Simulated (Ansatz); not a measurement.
**BrHSSi (SMILES S[Si]Br): single points off equilibrium**

One table from this session's results is given with a row withheld; the runs are named, their logs left out.

Method: single points in def2-TZVPP; program: Ansatz 0.2.0, Gaussian basis.

Cores are frozen in the correlated methods. Filled d shells of the heavier atoms are correlated.

## Starting geometry

SMILES `S[Si]Br`, 4 atoms, charge 0, spin multiplicity 1.

Atoms are counted from 1 here; the program's logs count them from 0.

Bond lengths: S1–Si2 2.148 Å, S1–H4 1.359 Å, Si2–Br3 2.277 Å. Angles: Si2–S1–H4 94.7°, S1–Si2–Br3 99.5°.

Coordinates:

```xyz
4
charge 0, multiplicity 1
S    -0.1407    0.9719   -0.6195
Si   -0.2662   -0.8964    0.4339
Br    1.9071   -1.1109    1.0773
H    -1.4630    1.0128   -0.9308
```

Set-up of the first run:

run/in.yaml

```yaml
crystal:
  periodic: [false, false, false]
  atoms:
    - {symbol: S, position_ang: [-0.140700, 0.971900, -0.619500]}
    - {symbol: Si, position_ang: [-0.266200, -0.896400, 0.433900]}
    - {symbol: Br, position_ang: [1.907100, -1.110900, 1.077300]}
    - {symbol: H, position_ang: [-1.463000, 1.012800, -0.930800]}
basis:
  gaussian: {orbitals: def2-TZVPP}
correlation: {method: ccsd_t}
output: {forces: true}
```

The command line of these runs was not kept.

Steps of the session up to this table: CCSD(T)/def2-TZVPP; PBE0-D4/def2-TZVPP; wB97M-V/def2-TZVPP; r2SCAN-D4/def2-TZVPP; PBE-D4/def2-TZVPP; wB97X-V/def2-TZVPP; HSE06-D4/def2-TZVPP.

One table of the session follows, with a row left open; its other results are not shown here.

| method | RMS force component (eV/Å) | angle to CCSD(T) forces (°) | dipole (D) |
| --- | --- | --- | --- |
| CCSD(T) | 0.170 | reference | 1.86 |
| PBE0-D4 | ? | ? | ? |
| wB97M-V | 0.176 | 15.4 | 2.00 |
| r2SCAN-D4 | 0.124 | 13.8 | 1.80 |
| PBE-D4 | 0.123 | 86.1 | 1.73 |
| wB97X-V | 0.215 | 27.3 | 1.94 |
| HSE06-D4 | 0.147 | 15.9 | 1.86 |

Q: Estimate the row for PBE0-D4 from the others.

As computed: RMS force component (eV/Å): 0.153; angle to CCSD(T) forces (°): 17.2; dipole (D): 1.86. In the column «RMS force component (eV/Å)» it lies between HSE06-D4 (0.147) and CCSD(T) (0.170).
